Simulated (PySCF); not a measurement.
# One shape, several levels: B2PN2H7 (SMILES BPB(N)N)

Aim: a comparison of 4 runs (HF/3-21G, B3LYP/6-31G*, BLYP/6-31G**, PBE0/6-311+G**) of B2PN2H7. Input form: a Python script.

The calculation is run with PySCF 2.14.0.

## 1. The system as given

B2PN2H7: 12 atoms, total charge 0, spin state singlet. As SMILES, `BPB(N)N`. Geometry: relaxed at GFN2-xTB.

Bond lengths: B1–P2 1.812 Å, P2–B3 1.900 Å, B3–N4 1.401 Å, B3–N5 1.400 Å, B1–H6 1.174 Å, B1–H7 1.171 Å, P2–H8 1.380 Å, N4–H9 1.005 Å, N4–H10 1.004 Å, N5–H11 1.004 Å, N5–H12 1.004 Å. Some angles: B1–P2–B3 110.9°, P2–B3–N4 119.8°, P2–B3–N5 119.0°, N4–B3–N5 121.2°, B1–P2–H8 106.7°, B3–P2–H8 104.1°, P2–B1–H6 118.9°, P2–B1–H7 120.7°, B3–N4–H9 123.5°, B3–N4–H10 123.2°.

## 2. Energy and gradient at HF/3-21G (run 1)

Contents of input.xyz:

```xyz
12
B2H7N2P
B     -1.687540    -0.821880     1.356070
P     -1.350370     0.328770    -0.002720
B      0.469540     0.231440    -0.538650
N      1.232320     1.403040    -0.631470
N      1.014950    -1.016220    -0.864290
H     -1.329860    -1.935420     1.258150
H     -2.372690    -0.504930     2.250660
H     -1.480960     1.601990     0.514300
H      2.191130     1.417600    -0.931760
H      0.865050     2.315190    -0.428350
H      1.960190    -1.150890    -1.176280
H      0.488240    -1.868690    -0.805670
```

Contents of calc.py:

```python
from pyscf import gto, scf

mol = gto.M(
    atom='input.xyz',
    spin=0,
    max_memory=1860,
    verbose=4,
    basis='3-21g',
)

mf = scf.RHF(mol)
mf.conv_tol = 1e-10
mf.kernel()
if not mf.converged:
    mf = mf.newton().run(mf.mo_coeff, mf.mo_occ)

e_final = mf.e_tot
print(f'total energy: {e_final:.8f} hartree')
grad = mf.nuc_grad_method().kernel()
mf.analyze()
```

Launch:

```
OMP_NUM_THREADS=1 python calc.py
```

Log:

```text
PySCF version 2.14.0

[... 85 lines left out ...]
Two-electron Energy =                  383.386092364138563
[... 14 lines left out ...]
MO #11  energy= -1.12236288866119  occ= 2
[... 12 lines left out ...]
MO #24  energy= 0.100530489814776  occ= 0
[... 12 lines left out ...]
MO #37  energy= 0.602282801005187  occ= 0
[... 12 lines left out ...]
MO #50  energy= 1.26555434625594   occ= 0
[... 12 lines left out ...]
MO #63  energy= 2.88340368989641   occ= 0
[... 78 lines left out ...]
Dipole moment(X, Y, Z, Debye):  3.03246,  0.42322, -0.49198
```

It took 6.9 s on 1 thread of AMD EPYC (Zen 3), shared host; peak memory 0.13 GiB.

## 3. Energy and gradient at B3LYP/6-31G(d) (spherical functions) (run 2)

Contents of start.xyz:

```xyz
12

B     -1.687540    -0.821880     1.356070
P     -1.350370     0.328770    -0.002720
B      0.469540     0.231440    -0.538650
N      1.232320     1.403040    -0.631470
N      1.014950    -1.016220    -0.864290
H     -1.329860    -1.935420     1.258150
H     -2.372690    -0.504930     2.250660
H     -1.480960     1.601990     0.514300
H      2.191130     1.417600    -0.931760
H      0.865050     2.315190    -0.428350
H      1.960190    -1.150890    -1.176280
H      0.488240    -1.868690    -0.805670
```

Contents of calc.py:

```python
# BPB(N)N
from pyscf import gto, dft

mol = gto.M(
    atom='start.xyz',
    max_memory=1860,
    verbose=4,
    charge=0,
    basis='6-31g*',
)

ks = dft.RKS(mol)
ks.xc = 'b3lyp'
ks.grids.level = 5
ks.conv_tol = 1e-10
ks.kernel()
if not ks.converged:
    ks = ks.newton().run(ks.mo_coeff, ks.mo_occ)

e_final = ks.e_tot
print('E(%s) = %.9f' % ('B3LYP', e_final))
grad = ks.nuc_grad_method().kernel()
dip = ks.dip_moment()
pop, q = ks.mulliken_pop()
```

Launch:

```
OMP_NUM_THREADS=1 python calc.py
```

Log:

```text
PySCF version 2.14.0

[... 82 lines left out ...]
converged SCF energy = -504.834812367298
[... 13 lines left out ...]
Dipole moment(X, Y, Z, Debye):  2.85824,  0.64410, -0.96033
[... 101 lines left out ...]
charge of   11H =      0.32875
```

It took 88 s on 1 thread of AMD EPYC (Zen 3), shared host; peak memory 0.89 GiB.

Run 3 isn't shown in full; the table further down has it.

## 4. Energy and gradient at PBE0/6-311+G(d,p) (run 4)

Contents of run.py:

```python
from pyscf import gto, dft

system = gto.M(
    atom='''
B   -1.687540  -0.821880   1.356070
P   -1.350370   0.328770  -0.002720
B    0.469540   0.231440  -0.538650
N    1.232320   1.403040  -0.631470
N    1.014950  -1.016220  -0.864290
H   -1.329860  -1.935420   1.258150
H   -2.372690  -0.504930   2.250660
H   -1.480960   1.601990   0.514300
H    2.191130   1.417600  -0.931760
H    0.865050   2.315190  -0.428350
H    1.960190  -1.150890  -1.176280
H    0.488240  -1.868690  -0.805670
''',
    charge=0,
    max_memory=1860,
    basis='6-311+g**',
    verbose=4,
)

ks = dft.RKS(system)
ks.xc = 'pbe0'
ks.conv_tol = 1e-10
ks.grids.level = 5
ks.kernel()
if not ks.converged:
    ks = ks.newton().run(ks.mo_coeff, ks.mo_occ)

energy = ks.e_tot
print(f'total energy: {energy:.8f} hartree')
grad = ks.nuc_grad_method().kernel()
ks.analyze()
```

Launch:

```
OMP_NUM_THREADS=1 python run.py
```

Log:

```text
PySCF version 2.14.0

[... 118 lines left out ...]
MO #15  energy= -0.519465355461947 occ= 2
[... 28 lines left out ...]
MO #44  energy= 0.164650950202381  occ= 0
[... 28 lines left out ...]
MO #73  energy= 0.646897520194402  occ= 0
[... 28 lines left out ...]
MO #102 energy= 1.56511594759639   occ= 0
[... 28 lines left out ...]
MO #131 energy= 2.57825175258856   occ= 0
[... 28 lines left out ...]
MO #160 energy= 163.5411042943     occ= 0
[... 175 lines left out ...]
Dipole moment(X, Y, Z, Debye):  2.60527,  0.68510, -0.86358
```

Run time: 3.2 min. Hardware: 1 thread of AMD EPYC (Zen 3), shared host; peak memory 2 GiB.

## 5. The series

```
run                               level  integration grid  energy (Eh)  dipole moment (D)  HOMO energy (eV)  LUMO energy (eV)  wall time
  1                            HF/3-21G                 –  -500.522254               3.10             -8.98              2.74      6.9 s
  2  B3LYP/6-31G* (spherical functions)                 5  -504.834812               3.08             -6.30             -0.89       88 s
  3  BLYP/6-31G** (spherical functions)                 5  -504.734748               3.18             -5.19             -1.43       99 s
  4                      PBE0/6-311+G**                 5  -504.568046               2.83             -6.85             -1.20    3.2 min
```

## 6. Results

```
                       quantity          value
            run 4: total energy  -504.56805 Eh
           run 4: dipole moment         2.83 D
             run 4: HOMO energy       -6.85 eV
             run 4: LUMO energy       -1.20 eV
           run 4: HOMO–LUMO gap        5.65 eV
run 4: largest force on an atom     0.832 eV/Å
```

**Reading.** The dipole moment (its size) runs from 2.83 D (PBE0/6-311+G**) to 3.18 D (BLYP/6-31G**). The two ends differ in method and basis. The HOMO–LUMO gap runs from 3.76 eV (BLYP/6-31G**) to 11.71 eV (HF/3-21G). Totals of different functionals can't be ranked against each other. All runs together took 6.5 min, the longest 3.2 min.
